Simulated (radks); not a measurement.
# Al⁴⁺ in 2s2 2p5 3d2: an all-electron calculation

What are the levels of the aluminium ion Al4+, how large are its shells, and how does its energy divide?

Method: non-relativistic Kohn-Sham, TPSS, spin-polarised, spherical densities, point nucleus; open shells are filled with parallel spins first. Code: radks (a radial shooting solver on a logarithmic mesh, Libxc functionals) version 1.

## Step 1: The atom as given

* element: aluminium (Z = 13)
* charge: +4
* electrons: 9
* configuration: 2s2 2p5 3d2

Outer shells as boxes (Hund's rule):

Al⁴⁺
```
2s [↑↓]
2p [↑↓][↑↓][↑ ]
3d [↑ ][↑ ][  ][  ][  ]
```

## Step 2: Self-consistent calculation

Settings of this run:

```text
Z 13
configuration 2s2 2p5 3d2 3p0 4d0
relativity non-relativistic
functional tpss,tpss
spin polarised
nucleus point
```

The run is started by

```sh
> python run_ks.py task.json out
```

This one command runs every case of the session in turn.

**Question.** What will this run give?

**Answer**, as computed:

| quantity | value |
| --- | --- |
| total energy | -111.78317 hartree |
| exchange-correlation share of it | 9.19 % |
| −T/E | 0.9974 |
| highest occupied level | 3d up, -39.649 eV |
| most extended occupied level | 3d up, <r> = 1.70 bohr |
| radius at density 0.001 e/bohr³ | 3.22 bohr |
| maxima of the radial density | 1 |

**Reading.** The radial density shows 1 maxima for 2 occupied principal shells; where shells overlap, one shows as a shoulder or not at all. −T/E = 0.9974, near the virial value of 1. This is not the tabulated ground configuration, so its levels and sizes aren't those of the ground state, and no measured value stands beside it.
